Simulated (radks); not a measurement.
**Ionisation of Pd: one atom, several choices of exchange strength α**

An exercise on one series of results from a longer session: the logs are not shown, and one member is left open.

The numbers are computed with radks (a radial shooting solver on a logarithmic mesh, Libxc functionals) version 1 (scalar-relativistic Kohn-Sham, spin-polarised, spherical densities, finite nucleus; open shells are filled with parallel spins first), except any that are marked as measured or tabulated.

## The atom as given

```
element       : palladium (Z = 46)
charge        : 0
electrons     : 46
configuration : [Kr] 4d10
ion           : Pd⁺, [Kr] 4d9
choices       : α = 0.596; α = 0.613; α = 0.663; α = 0.667; α = 0.731; α = 0.87; α = 0.962; α = 1.022
```

Outer shells as boxes (Hund's rule):

Pd
```
[Kr] core
4d [↑↓][↑↓][↑↓][↑↓][↑↓]
```

Pd⁺
```
[Kr] core
4d [↑↓][↑↓][↑↓][↑↓][↑ ]
```

The first run:

Settings of this run:

```text
Z 46
configuration [Kr] 4d10
relativity scalar-relativistic
functional xalpha 0.596
spin polarised
nucleus finite rms 4.5318 fm
c 137.035999084
```

Among the steps run: α = 0.596: Pd.

One table of the session follows, with a row left open; its other results are not shown here.

It belongs to the step «α = 0.596: Pd». From the orbitals of this run (lengths in bohr):

| level | <r> | outermost maximum (interpolated) | 90 % within | nodes |
| --- | --- | --- | --- | --- |
| 2s | 0.1386 | 0.117 | 0.214 | 1 |
| 2p | 0.1209 | 0.0935 | 0.197 | 0 |
| 3s | 0.3809 | 0.343 | 0.562 | 2 |
| 3p | 0.3803 | 0.336 | 0.573 | 1 |
| 3d | 0.3593 | 0.283 | 0.570 | 0 |
| 4s | 0.9483 | 0.852 | 1.38 | 3 |
| 4p | ? | ? | ? | ? |
| 4d | 1.651 | 1.11 | 2.80 | 1 |

Q: Estimate the row for 4p from the others.

As computed: <r>: 1.047; outermost maximum (interpolated): 0.911; 90 % within: 1.56; nodes: 2. In the column «<r>» it lies between 4s (0.9483) and 4d (1.651).

Caveats from the session: Open shells are spherical and high-spin; term and fine-structure splittings are not resolved.
